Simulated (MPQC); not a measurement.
**One shape, several levels: GeH3 (SMILES [GeH3])**

Aim: a comparison of 6 runs (UHF/STO-3G, UHF/3-21G, UHF/def2-SVP, UBLYP/6-31G, UB3LYP/cc-pVDZ, UPBE0/def2-SVP) of GeH3. 

Program for the calculation: MPQC 2.3.1.

## (1) Starting point

The species is GeH3 (4 atoms), meant as a doublet with charge 0. As SMILES, `[GeH3]`. The coordinates come from a PBE0-D4/def2-TZVP relaxation.

Bond lengths: Ge1–H2 1.539 Å, Ge1–H3 1.539 Å, Ge1–H4 1.539 Å. Angles: H2–Ge1–H3 111.1°, H2–Ge1–H4 111.1°, H3–Ge1–H4 111.1°.

## (2) Energy and forces at UHF/STO-3G (run 1)

Input file mol.in:

```
% GeH3
molecule<Molecule>: (
  symmetry = c1
  unit = angstrom
  { atoms geometry } = {
    Ge [ 0.214600    -0.125900    -0.249400 ]
    H  [ 1.055000     0.109600     1.018300 ]
    H  [ -0.882800    -1.175900    -0.000100 ]
    H  [ -0.386800     1.192200    -0.768800 ]
  }
)
basis<GaussianBasisSet>: (
  name = "STO-3G"
  molecule = $:molecule
  basisdir = "."
  puream = yes
)
mpqc: (
  checkpoint = no
  savestate = no
  restart = no
  do_energy = yes
  do_gradient = yes
  optimize = no
  mole<UHF>: (
    molecule = $:molecule
    basis = $:basis
    total_charge = 0
    multiplicity = 2
    memory = 1000000000
    print_evals = yes
    maxiter = 120
    value_accuracy = 1e-08
    guess_wavefunction<UHF>: (
      molecule = $:molecule
      total_charge = 0
      multiplicity = 2
      memory = 1000000000
      value_accuracy = 1e-3
      basis<GaussianBasisSet>: (
        name = "STO-3G"
        molecule = $:molecule
      )
    )
  )
)
```

The basis set STO-3G is read from a file made from the Basis Set Exchange's data (not shown).

Launch:

```bash
$ mpqc mol.in > mol.out
```

Standard output:

```text
MPQC: Massively Parallel Quantum Chemistry
[...]
  <S^2>      = 0.753568
  total scf energy = -2053.4392510072
[...]
Value of the MolecularEnergy: -2053.4392510072
  Gradient of the MolecularEnergy:
      1    0.0182263396
      2   -0.0106833860
      3   -0.0211716425
      4    0.0255161120
      5    0.0054595328
      6    0.0332792415
      7   -0.0288289949
      8   -0.0305957605
      9    0.0047250596
     10   -0.0149134567
     11    0.0358196137
     12   -0.0168326585
[...]
      symmetry = c1
[...]
      nbasis = 21
[...]
    nalpha = 18
    nbeta = 17
[...]
```

Run time: 0.28 s. Hardware: 1 thread of AMD EPYC 7B13 (Zen 3), shared host.

## (3) Energy and forces at UHF/3-21G (run 2)

Input file input.in:

```
% emacs should use -*- KeyVal -*- mode
molecule<Molecule>: (
  symmetry = c1
  unit = angstrom
  { atoms geometry } = {
    Ge [ 0.214600    -0.125900    -0.249400 ]
    H  [ 1.055000     0.109600     1.018300 ]
    H  [ -0.882800    -1.175900    -0.000100 ]
    H  [ -0.386800     1.192200    -0.768800 ]
  }
)
basis<GaussianBasisSet>: (
  name = "3-21G"
  molecule = $:molecule
  basisdir = "."
  puream = yes
)
mpqc: (
  checkpoint = no
  savestate = no
  restart = no
  do_energy = yes
  do_gradient = yes
  optimize = no
  mole<UHF>: (
    molecule = $:molecule
    basis = $:basis
    total_charge = 0
    multiplicity = 2
    memory = 1000000000
    print_evals = yes
    maxiter = 120
    value_accuracy = 1e-08
    guess_wavefunction<UHF>: (
      molecule = $:molecule
      total_charge = 0
      multiplicity = 2
      memory = 1000000000
      value_accuracy = 1e-3
      basis<GaussianBasisSet>: (
        name = "STO-3G"
        molecule = $:molecule
      )
    )
  )
)
```

The basis set 3-21G is read from a file made from the Basis Set Exchange's data (not shown).

Launch:

```bash
$ mpqc -o input.out input.in
```

Standard output:

```text
MPQC: Massively Parallel Quantum Chemistry
[...]
  <S^2>      = 0.753737
  total scf energy = -2067.0161219085
[...]
Value of the MolecularEnergy: -2067.0161219085
  Gradient of the MolecularEnergy:
      1    0.0021443877
      2   -0.0012463375
      3   -0.0024794456
      4   -0.0002998608
      5    0.0004423800
      6    0.0011673050
      7   -0.0010172367
      8   -0.0000378105
      9    0.0007982214
     10   -0.0008272902
     11    0.0008417680
     12    0.0005139192
[...]
      symmetry = c1
[...]
      nbasis = 28
[...]
    nalpha = 18
    nbeta = 17
[...]
```

It took 0.4 s on 1 thread of AMD EPYC 7B13 (Zen 3), shared host.

Runs 3 to 5 aren't shown in full; the table further down has their settings and results.

## (4) Energy and gradient at UPBE0/def2-SVP (run 6)

Input file run.in:

```
% emacs should use -*- KeyVal -*- mode
molecule<Molecule>: (
  symmetry = c1
  unit = angstrom
  { atoms geometry } = {
    Ge [ 0.214600      -0.125900      -0.249400 ]
    H  [ 1.055000       0.109600       1.018300 ]
    H  [ -0.882800      -1.175900      -0.000100 ]
    H  [ -0.386800       1.192200      -0.768800 ]
  }
)
basis<GaussianBasisSet>: (
  name = "def2-SVP"
  molecule = $:molecule
  basisdir = "."
  puream = yes
)
mpqc: (
  checkpoint = no
  savestate = no
  restart = no
  do_energy = yes
  do_gradient = yes
  optimize = no
  mole<UKS>: (
    molecule = $:molecule
    basis = $:basis
    total_charge = 0
    multiplicity = 2
    memory = 1000000000
    print_evals = yes
    maxiter = 120
    value_accuracy = 1e-08
    functional<SumDenFunctional>: (
      a0 = 0.25
      coefs = [ 0.75 1 ]
      funcs: [ <PBEXFunctional>: () <PBECFunctional>: () ]
    )
    integrator<RadialAngularIntegrator>: ( grid = xfine )
    guess_wavefunction<UHF>: (
      molecule = $:molecule
      total_charge = 0
      multiplicity = 2
      memory = 1000000000
      value_accuracy = 1e-3
      basis<GaussianBasisSet>: (
        name = "STO-3G"
        molecule = $:molecule
      )
    )
  )
)
```

The basis set def2-SVP is read from a file made from the Basis Set Exchange's data (not shown).

Launch:

```bash
$ mpqc run.in > run.out
```

Standard output:

```text
MPQC: Massively Parallel Quantum Chemistry
[...]
  WARNING: BeckeIntegrationWeight usually uses the atomic maximum
           probability radius, however this is not available for
[...]
  Integrated electron density error = -0.000896744306
  iter     1 energy = -2076.1031069100 delta = 2.63705e-01
[...]
  Integrated electron density error = 0.000000102910
  iter    23 energy = -2078.2172723067 delta = 1.47656e-07
  Integrated electron density error = 0.000000102910
  iter    24 energy = -2078.2172723067 delta = 6.90653e-08
  Integrated electron density error = 0.000000102911
  iter    25 energy = -2078.2172723067 delta = 2.96232e-08
[...]
  <S^2>      = 0.751831
  total scf energy = -2078.2172723067
[...]
  Integrated electron density error = 0.000000101551
  Total Gradient:
[...]
Value of the MolecularEnergy: -2078.2172723067
  Gradient of the MolecularEnergy:
      1   -0.0004359291
      2    0.0002682178
      3    0.0005200972
      4   -0.0004875219
      5   -0.0001254520
      6   -0.0007028057
      7    0.0005973899
      8    0.0005904374
      9   -0.0001240949
     10    0.0003260611
     11   -0.0007332032
     12    0.0003068034
[...]
        symmetry = c1
[...]
        nbasis = 47
[...]
      nalpha = 18
      nbeta = 17
[...]
```

It took 42 s on 1 thread of AMD EPYC 7B13 (Zen 3), shared host; peak memory 0.11 GiB.

## (5) Overview of the runs

```tsv
run	level	integration grid	energy (Eh)	⟨S²⟩	largest force (eV/Å)	wall time
1	UHF/STO-3G	–	-2053.439251	0.754	2.175	0.28 s
2	UHF/3-21G	–	-2067.016122	0.754	0.180	0.4 s
3	UHF/def2-SVP	–	-2076.803815	0.754	0.092	2.4 s
4	UBLYP/6-31G	xfine	-2078.421571	0.750	0.313	19 s
5	UB3LYP/cc-pVDZ	xfine	-2078.763469	0.751	0.187	46 s
6	UPBE0/def2-SVP	xfine	-2078.217272	0.752	0.044	42 s
```

## (6) Results

| quantity | value |
| --- | --- |
| run 6: total energy | -2078.21727 Eh |
| run 6: ⟨S²⟩ | 0.752 |
| run 6: largest force on an atom | 0.044 eV/Å |

**Reading.** Totals of different functionals can't be ranked against each other. In run 1 the basis is minimal, so the values are rough. All runs together took 1.8 min, the longest 46 s.
